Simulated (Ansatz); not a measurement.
# CH4ClFMoO3: one species, many methods

An exercise on one series of results from a longer session: the logs are not shown, and one member is left open.

Method: functionals in def2-TZVPP, the program's frozen cores in correlated methods; program: Ansatz 0.2.0, Gaussian basis.

The runs, in order: LDA (SPW92), PBE-D4, revPBE-D4, BLYP-D4, r2SCAN-D4, B97M-V, PBE0-D4, B3LYP-D4, r2SCANh-D4, r2SCAN0-D4, HSE06-D4, BHLYP-D4, CAM-B3LYP-D4, LC-ωPBE, ωB97X-V, ωB97M-V, B2PLYP, PBE-QIDH; CCSD(T)/def2-SVP; MP2/def2-TZVPP; MP2/def2-QZVPP; RPA on PBE.

### The geometry

The geometry comes from an earlier relaxation with PBE0-D4 in a triple-zeta def2 set; it is a stationary point, not always the lowest conformer. Mo takes the def2 core potential; no spin-orbit term is included.

11 atoms, charge 0, spin multiplicity 1.

Atoms are counted from 1 here; the program's logs count them from 0.

Bond lengths: C1–O2 1.398 Å, C1–H8 1.095 Å, C1–H9 1.095 Å, C1–H10 1.091 Å, O2–Mo3 1.829 Å, Mo3–O4 1.653 Å, Mo3–O5 1.897 Å, Mo3–F6 1.874 Å, Mo3–Cl7 2.290 Å, O5–H11 0.963 Å. Angles: O2–C1–H8 109.4°, O2–C1–H9 109.1°, O2–C1–H10 108.9°, H8–C1–H9 109.4°, H8–C1–H10 109.9°, H9–C1–H10 110.2°, C1–O2–Mo3 134.9°, O2–Mo3–O4 101.4°, O2–Mo3–O5 84.2°, O2–Mo3–F6 157.3°, O2–Mo3–Cl7 91.0°, O4–Mo3–O5 113.6°, O4–Mo3–F6 100.6°, O4–Mo3–Cl7 111.8°, O5–Mo3–F6 81.8°, O5–Mo3–Cl7 134.4°, F6–Mo3–Cl7 86.1°, Mo3–O5–H11 113.8°.

Set-up of the first run:

Contents of in.yaml:

```yaml
crystal:
  periodic: [false, false, false]
  atoms:
    - {symbol: C, position_ang: [0.312096, -1.804231, -0.147358]}
    - {symbol: O, position_ang: [-0.511893, -0.804023, 0.377500]}
    - {symbol: Mo, position_ang: [-0.424967, 1.020416, 0.475552]}
    - {symbol: O, position_ang: [-1.956320, 1.394696, 0.972564]}
    - {symbol: O, position_ang: [-0.241495, 0.922422, -1.409807]}
    - {symbol: F, position_ang: [0.271917, 2.735335, 0.184747]}
    - {symbol: Cl, position_ang: [1.034670, 0.896988, 2.235407]}
    - {symbol: H, position_ang: [1.219169, -1.885181, 0.461343]}
    - {symbol: H, position_ang: [0.586497, -1.540264, -1.174205]}
    - {symbol: H, position_ang: [-0.228498, -2.751403, -0.134331]}
    - {symbol: H, position_ang: [0.004227, 1.758346, -1.820812]}
basis:
  gaussian: {orbitals: def2-TZVPP}
hamiltonian: {xc: lda}
output: {orbitals: {seedname: orbitals}}
```

The run is started by

```bash
$ ansatz run in.yaml --threads 4 --pin off --events-out ev --progress --plain --max-ram 11315MiB
```

Steps of the session up to this table: LDA; PBE-D4 (GGA); revPBE-D4 (GGA); BLYP-D4 (GGA); r2SCAN-D4 (meta-GGA); B97M-V (meta-GGA); B3LYP-D4 (hybrid); r2SCANh-D4 (hybrid); r2SCAN0-D4 (hybrid); HSE06-D4 (hybrid); BHLYP-D4 (hybrid); CAM-B3LYP-D4 (range-separated); LC-ωPBE (range-separated); ωB97X-V (range-separated); ωB97M-V (range-separated); B2PLYP (double hybrid); PBE-QIDH (double hybrid).

One table of the session follows, with a row left open; its other results are not shown here.

It belongs to the step «Frontier levels by functional». 

| functional | HOMO (eV) | LUMO (eV) | gap (eV) |
| --- | --- | --- | --- |
| LDA (SPW92) | -7.81 | -4.74 | 3.07 |
| PBE-D4 | ? | ? | ? |
| revPBE-D4 | -7.55 | -4.44 | 3.11 |
| BLYP-D4 | -7.49 | -4.44 | 3.05 |
| r2SCAN-D4 | -7.99 | -4.59 | 3.40 |
| B97M-V | -8.08 | -4.59 | 3.49 |
| PBE0-D4 | -9.08 | -3.92 | 5.16 |
| B3LYP-D4 | -8.82 | -4.13 | 4.69 |
| r2SCANh-D4 | -8.53 | -4.35 | 4.18 |
| r2SCAN0-D4 | -9.33 | -3.96 | 5.38 |
| HSE06-D4 | -8.68 | -4.30 | 4.38 |
| BHLYP-D4 | -10.43 | -3.14 | 7.29 |
| CAM-B3LYP-D4 | -10.46 | -2.89 | 7.56 |
| LC-ωPBE | -11.82 | -1.76 | 10.07 |
| ωB97X-V | -11.46 | -1.82 | 9.64 |
| ωB97M-V | -11.34 | -1.83 | 9.51 |

Estimate the missing values for PBE-D4.

**Answer.** HOMO (eV): -7.62; LUMO (eV): -4.53; gap (eV): 3.10. In the column «HOMO (eV)» it lies between LDA (SPW92) (-7.81) and revPBE-D4 (-7.55).
